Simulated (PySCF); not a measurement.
# CuF5 ([CuF5]2-): the cost of one run

Computed with PySCF 2.14.0 and routines of our own; the level stands in each step. Atoms count from 0.

### 1 The starting structure

6 atoms, charge -2, states of the metal's open shell are computed; geometry from: model geometry, bond lengths from ionic radii.

### 2 Ligand-field states: state-averaged CASSCF in water

Job settings and geometry (Å):

```
{"job": {"kind": "lf", "basis": {"metal": "x2c-TZVPall", "ligand": "x2c-SVPall"}, "nevpt": true, "solvent": "water"}, "charge": -2, "metal": "Cu", "open_shell": "d8"}
Cu     0.000000     0.000000     0.000000
F      0.000000     0.000000     1.780000
F      1.752958     0.000000    -0.309094
F     -1.752958     0.000000    -0.309094
F      0.000000     1.752958    -0.309094
F     -0.000000    -1.752958    -0.309094
```

Level: state-averaged CASSCF of the metal d shell, SC-NEVPT2 on the averaged canonical orbitals, state-interaction spin-orbit coupling.

On the command line:

```
$ OMP_NUM_THREADS=1 python lf_run.py task.json out
```

The driver reads the jobs from task.json and runs them one after another.

**Question.** How long does this first job take on 1 thread of Arm Neoverse V2, shared host, and how much memory does it need?

About 5.9 s, with a peak of 0.33 GiB.
